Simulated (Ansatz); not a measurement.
# C18N: the cost of one run

All numbers below are computed with Ansatz 0.2.0 (DFT LDA, plane waves, PAW, scalar-relativistic, collinear spin).

## (1) The structure to begin with

The cell holds 19 atoms (C18N): a = 7.398 Å, b = 7.398 Å, c = 13.000 Å, α = 90.00°, β = 90.00°, γ = 120.00°.

The coordinates stand in the first input below.

## (2) End point A

Input file input.yaml:

```yaml
crystal:
  lattice:
    - [7.398, 0.0, 0.0]
    - [-3.699, 6.406856, 0.0]
    - [0.0, 0.0, 13.0]
  atoms:
    - { symbol: C, position: [0.0, 0.0, 0.0769231] }
    - { symbol: C, position: [0.2222222, 0.1111111, 0.0769231] }
    - { symbol: C, position: [0.0, 0.3333333, 0.0769231] }
    - { symbol: C, position: [0.2222222, 0.4444444, 0.0769231] }
    - { symbol: C, position: [0.0, 0.6666667, 0.0769231] }
    - { symbol: C, position: [0.2222222, 0.7777778, 0.0769231] }
    - { symbol: C, position: [0.3333333, 0.0, 0.0769231] }
    - { symbol: C, position: [0.5555556, 0.1111111, 0.0769231] }
    - { symbol: C, position: [0.3333333, 0.3333333, 0.0769231] }
    - { symbol: C, position: [0.5555556, 0.4444444, 0.0769231] }
    - { symbol: C, position: [0.3333333, 0.6666667, 0.0769231] }
    - { symbol: C, position: [0.5555556, 0.7777778, 0.0769231] }
    - { symbol: C, position: [0.6666667, 0.0, 0.0769231] }
    - { symbol: C, position: [0.8888889, 0.1111111, 0.0769231] }
    - { symbol: C, position: [0.6666667, 0.3333333, 0.0769231] }
    - { symbol: C, position: [0.8888889, 0.4444444, 0.0769231] }
    - { symbol: C, position: [0.6666667, 0.6666667, 0.0769231] }
    - { symbol: C, position: [0.8888889, 0.7777778, 0.0769231] }
    - { symbol: "N", position: [0.1502752, 0.5111953, 0.1707692], spin: 1.0 }
magnetization:
  spin_polarized: true
basis:
  ecutwfc: 420.0
kpoints:
  mp_grid: { grid: [2, 2, 1] }
hamiltonian:
  xc: lda
scf:
  occupations: { method: gaussian, width: 0.02 }
  lower_state_search: "off"
relax:
  f_tol: 0.03
  max_steps: 60
  adjacent_minimum: "off"
output:
  write_density: true
  write_potential: true
  elf: true
  volumetric_format: npy
```

Started as:

```
ansatz run input.yaml --threads 2 --pin off --max-ram 5120MiB --backend cpu --events-out ev --progress --plain --runs-dir out
```

Q: Estimate wall time and peak memory on 2 threads of Intel Xeon Platinum 8259CL at 2.50GHz (Skylake/Cascade Lake), shared host.

About 1.7 min, with a peak of 0.98 GiB.
